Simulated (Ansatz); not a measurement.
# Ba: how the settings move a relaxation

How sensitive is a relaxation of Ba to its settings? A reference run comes first, then one run with altered input.

Computed with Ansatz 0.2.0 (reference: DFT, r2SCAN, PAW with Ansatz's default frozen-core files, scalar-relativistic; relaxation of cell and atoms, unless a step's input says otherwise).

**1. The system as given**

It takes space group Fm-3m (No. 225, cubic). The conventional cell has a = 6.465 Å, b = 6.465 Å, c = 6.465 Å, α = 90.00°, β = 90.00°, γ = 90.00°.

Coordinates:

```
Ba
1.0
     0.00000    3.23267    3.23267
     3.23267    0.00000    3.23267
     3.23267    3.23267    0.00000
Ba
1
Direct
  0.00000 0.00000 0.00000
```

**2. The reference run**

Contents of input.yaml:

```yaml
crystal:
  lattice:
    - [0.0, 3.2326650028, 3.2326650028]
    - [3.2326650028, 0.0, 3.2326650028]
    - [3.2326650028, 3.2326650028, 0.0]
  atoms:
    - { symbol: Ba, position: [0.0, 0.0, 0.0] }
kpoints:
  mp_grid: { grid: [14, 14, 14] }
scf:
  occupations: { method: fermi_dirac, width: 0.08 }
hamiltonian:
  xc: r2scan
  pseudopotentials: { kind: paw }
relax:
  f_tol: 0.002
  max_steps: 80
  cell: {}
output:
  forces: true
  stress: true
```

Launch:

```console
$ ansatz run input.yaml --threads 1 --pin off --max-ram 2560MiB --backend cpu --events-out ev --progress --plain --runs-dir out
```

**3. Changed: mp_grid.grid [5, 5, 5], scf.algorithm density_mixing, accuracy low**

Changes to input.yaml since step 2:

```diff
@@ -8,5 +8,6 @@
 kpoints:
-  mp_grid: { grid: [14, 14, 14] }
+  mp_grid: { grid: [5, 5, 5] }
 scf:
   occupations: { method: fermi_dirac, width: 0.08 }
+  algorithm: density_mixing
 hamiltonian:
@@ -21 +22,6 @@
   stress: true
+  write_density: true
+  write_potential: true
+  elf: true
+  volumetric_format: npy
+accuracy: low
```

**Question.** What will these runs give? Wanted: for each run, ending; energy change; pressure; gap; force.

The runs gave:

```tsv
run	ending	energy change	pressure (GPa)	gap (eV)	force (eV/Å)	cycles	time
reference	converged	0	0.0	0.00	0.00	12	22 s
1: mp_grid.grid [5, 5, 5], scf.algorithm density_mixing, accuracy low	converged	-8.0 meV/atom	0.0	0.25	0.00	19	7.3 s
```

Times don't compare one to one where runs were asked for different outputs or read a saved state (see the inputs); cycles may leave out searches for a lower state.

Changing the k-point mesh, solver and accuracy level moves the energy by -8.0 meV/atom, and a gap of 0.25 eV opens on the mesh and the final volume goes from 67.56 to 66.84 Å³. A gap read on a mesh depends on which points the mesh holds, and a coarse mesh shifts the density too.
